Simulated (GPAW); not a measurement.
## GaB in GPAW: the effect of functional

The system is GaB.

```
Ga B
1.0
     2.71824    0.00000    0.00000
     0.00000    2.71824    0.00000
     0.00000    0.00000    3.23621
Ga B
1 1
Direct
  0.50000 0.50000 0.50000
  0.00000 0.00000 0.00000
```

The cell was built by a generator and needn't be a form met in nature.

Alike in all runs:

| Property | Result |
| --- | --- |
| Program | GPAW 26.7.0 |
| Task | band structure |
| Cutoff | 800 eV |
| Basis | pw |
| k mesh | 10 × 10 × 8 |
| Occupations | fermi-dirac, width 0.05 eV |
| Spin | no spin polarisation |

| functional | potentials or basis | pressure (GPa) |
| --- | --- | --- |
| LDA | the program's PAW data sets (release 1.2.1) made for this functional | -5.9 |
| PBEsol | PAW data sets generated in the run's folder for this functional | -3.0 |
| RPBE | the program's PAW data sets (release 1.2.1) made for this functional | ? |
| revPBE | the program's PAW data sets (release 1.2.1) made for this functional | 2.8 |

**Question.** What does the run with functional RPBE give?

**Answer.** Pressure 3.4 GPa.

Runs at the PBE level aren't shown here.
